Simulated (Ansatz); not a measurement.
# K+ with HO−: structure and interaction energy

An exercise on one series of results from a longer session: the logs are not shown, and one member is left open.

Program: Ansatz 0.2.0, Gaussian basis. Level of theory: PBE0-D4 structure, single points in def2-TZVPPD. These are calculated values, not measurements.

Levels: PBE-D4, revPBE-D4, BLYP-D4, r2SCAN-D4, B97M-V, PBE0-D4, B3LYP-D4, HSE06-D4, wB97X-V, wB97M-V, B2PLYP, Hartree-Fock, MP2, CCSD, CCSD(T). The reference is CCSD(T) extrapolated to the basis limit. For elements past Ar these valence bases correlate outer-core shells poorly and lack relativity, so that limit is rough.

Correlated methods freeze the cores. The outer core shell of Li, Na, Mg and K is correlated. B3LYP uses VWN-RPA correlation. B2PLYP carries no dispersion term here.

163 further runs of the same task are left out: 163 set aside as unsound or not needed.

**The starting structure**

The pair, from a GFN2-xTB docking trial: 3 atoms, charge 0, spin multiplicity 1.

Atoms are counted from 1 here; the program's logs count them from 0.

Bond lengths: K1–O2 2.160 Å, K1–H3 2.960 Å, O2–H3 0.958 Å. Angles: O2–K1–H3 12.0°, K1–O2–H3 140.2°, K1–H3–O2 27.9°.

As a file:

```xyz
3

K    -0.0296    0.0264   -1.6974
O    -0.1862    0.1663    0.4527
H     0.2157   -0.1927    1.2447
```

Atoms 1 to 1 are fragment A (K+), the rest fragment B (HO−).

The first run:

pre/in.yaml reads:

```yaml
crystal:
  periodic: [false, false, false]
  atoms:
    - {symbol: K, position_ang: [-0.029600, 0.026400, -1.697400]}
    - {symbol: O, position_ang: [-0.186200, 0.166300, 0.452700]}
    - {symbol: H, position_ang: [0.215700, -0.192700, 1.244700]}
basis:
  gaussian: {orbitals: def2-SVP}
hamiltonian: {xc: pbe, dispersion: d4}
relax: {f_tol: 0.03, max_steps: 250}
```

The run is started by

```sh
> ansatz run in.yaml --threads 2 --pin off --events-out ev --progress --plain --max-ram 5222MiB
```

Steps of the session up to this table: A first relaxation in a small basis; Relaxation at PBE0-D4; wB97X-V/def2-TZVPPD; wB97M-V/def2-TZVPPD; B2PLYP/def2-TZVPPD; B97M-V/def2-TZVPPD; CCSD(T)/def2-TZVPPD; Hartree-Fock/STO-3G; SPW92/def2-SVP; wB97M-V/def2-SVP; CCSD(T)/def2-SVP; Vibrations of the pair.

One of the session's tables, all rows but one given; the rest of the session is left out.

```
      method  interaction (kcal/mol)
      PBE-D4                 -137.92
   revPBE-D4                 -135.08
     BLYP-D4                 -136.29
   r2SCAN-D4                 -139.17
      B97M-V                 -138.19
     PBE0-D4                 -140.03
    B3LYP-D4                 -138.90
    HSE06-D4                 -140.02
     wB97X-V                 -139.30
     wB97M-V                 -139.36
      B2PLYP                 -137.51
Hartree-Fock                 -137.78
         MP2                 -135.99
        CCSD                 -136.96
     CCSD(T)                 -136.33
 CCSD(T)/CBS                       ?
```

Estimate the missing values for CCSD(T)/CBS.

**Answer.** interaction (kcal/mol): -141.00. In the column «interaction (kcal/mol)» it is the lowest.
